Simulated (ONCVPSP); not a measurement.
# An ONCV potential for Ge, from input to tests

Aim: build the potential from the settings below, then test how well it stands in for the atom: other configurations, scattering, ghost states and the plane-wave cutoff that it needs.

Method: ONCVPSP 4.0.1.1 (patched build), PBE, scalar-relativistic.

15 further runs of the same task are left out: 2 that didn't finish, 13 set aside as unsound or not needed.

## 1. The design

Typed settings, in words:

```json
{
 "element": "germanium (Ge, Z = 32)",
 "type": "optimised norm-conserving Vanderbilt (ONCV)",
 "frozen core": "[Ar]",
 "valence charge": "14",
 "reference configuration": "3d10 4s2 4p2",
 "partial waves": "4s: rc 1.35 bohr, ncon 3, nbas 8, qcut 4.3 1/bohr, 1 projector; 4p: rc 2.20 bohr, ncon 3, nbas 6, qcut 3.8 1/bohr, 2 projectors, debl 1.6 Ha; 3d: rc 0.65 bohr, ncon 5, nbas 8, qcut 15.2 1/bohr, 2 projectors, debl 2 Ha",
 "local potential": "polynomial inside 0.55 bohr (lpopt 3, dvloc0 1 Ha)",
 "core correction": "not asked for"
}
```

## 2. The generation run

Input file Ge.dat:

```
# ATOM AND REFERENCE CONFIGURATION
# atsym  z   nc   nv     iexc    psfile
  Ge 32.00    5    3        4      upf
#
#   n    l    f
    1    0    2.00
    2    0    2.00
    2    1    6.00
    3    0    2.00
    3    1    6.00
    3    2   10.00
    4    0    2.00
    4    1    2.00
#
# PSEUDOPOTENTIAL AND OPTIMIZATION
# lmax
    2
#
#   l,   rc,      ep,       ncon, nbas, qcut
    0    1.35    0.00    3    8    4.30
    1    2.20    0.00    3    6    3.80
    2    0.65    0.00    5    8   15.20
#
# LOCAL POTENTIAL
# lloc, lpopt,  rc(5),   dvloc0
    4    3    0.55    1.00
#
# VANDERBILT-KLEINMAN-BYLANDER PROJECTORs
# l, nproj, debl
    0    1    2.70
    1    2    1.60
    2    2    2.00
#
# MODEL CORE CHARGE
# icmod, fcfact, rcfact
    0    0.00    0.00
#
# LOG DERIVATIVE ANALYSIS
# epsh1, epsh2, depsh
   -3.00    5.00    0.02
#
# OUTPUT GRID
# rlmax, drl
    6.00    0.01
#
# TEST CONFIGURATIONS
# ncnf
    4
# nvcnf
#   n    l    f
    3
    3    2   10.00
    4    0    2.00
    4    1    1.00
#
    3
    3    2   10.00
    4    0    2.00
    4    1    0.00
#
    3
    3    2   10.00
    4    0    1.00
    4    1    0.00
#
    3
    3    2   10.00
    4    0    0.00
    4    1    0.00
#
```

The run is started by

```sh
$ oncvpsp.x < Ge.dat > Ge.out
```

Before running it: what results should come out? Wanted: cutoffs for 1 and 0.1 mHa per electron, occupied waves; bound ghosts; GHOST(+) flags; largest test error; largest phase difference near zero energy, channels read.

**Answer**, as computed:

| quantity | value |
| --- | --- |
| cutoffs for 1 and 0.1 mHa per electron, occupied waves | 514 Ha and 575 Ha |
| bound ghosts | s at -425.29 eV, p at -27.53 eV |
| GHOST(+) flags | d at 7232 eV |
| largest test error (AE − PS) | +15 meV, for 3d10 4s1 4p0 (1 test unsolved) |
| largest phase difference near zero energy, channels read | 0.028 rad |

It has a bound ghost (s, p), a state that the atom doesn't have, and that rules the file out. By total energies transferability is good where solved: the largest error is 15 meV on 57.7 eV, for 3d10 4s1 4p0. Atomic tests can pass in spite of a ghost, since they solve only for the levels asked. Of the tests 1 gave no usable energy difference, which is a warning in itself. The potential is very hard: the looser tolerance needs 514 Ha. At the looser tolerance the 3d wave is the slowest; 4s needs 9 Ha. Near zero energy the phases of the channels with partial waves agree within 0.028 rad. The program also flags highly localised states, GHOST(+) (d). All of this concerns the isolated atom, not yet a solid.
